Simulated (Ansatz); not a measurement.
Crystal: Sn3Se.

```
CELL_PARAMETERS angstrom
4.74188 0.00000 0.00000
0.00000 4.74188 0.00000
0.00000 0.00000 4.74188
ATOMIC_POSITIONS crystal
Sn 0.50000 0.50000 0.00000
Sn 0.50000 0.00000 0.50000
Sn 0.00000 0.50000 0.50000
Se 0.00000 0.00000 0.00000
```

The cell comes from a database or a generator and needn't be the stable form of this composition.

Base run:

```yaml
Program: Ansatz 0.2.0
Functional: r2SCAN
Potentials_or_basis: Ansatz PAW
Cutoff: 500 eV
Density_cutoff: 2000 eV
k_mesh: 6 × 6 × 6
Occupations: fermi-dirac, width 0.05 eV
Spin: no spin polarisation
```

Its results: band gap on the k mesh none (metal or under the smearing width); pressure -0.6 GPa.

Task: After a change of settings the same cell gave: band gap on the k mesh none (metal or under the smearing width); pressure 0.3 GPa. Which change was it?
A. functional from r2SCAN to PBEsol; cutoff from 500 eV to 420 eV; density cutoff from 2000 eV to 1680 eV; spin from no spin polarisation to spin-orbit coupling, no magnetisation; potential files from those of the base run to others of the same set
B. functional from r2SCAN to PBE; cutoff from 500 eV to 420 eV; density cutoff from 2000 eV to 1680 eV
C. functional from r2SCAN to LDA; cutoff from 500 eV to 420 eV; density cutoff from 2000 eV to 1680 eV

Result: B.

Caveats: the PAW data sets come from PBE, with cores solved anew for the run's functional, which leaves a small shift of forces and pressure (some runs).

Not every run made on this cell is shown here.
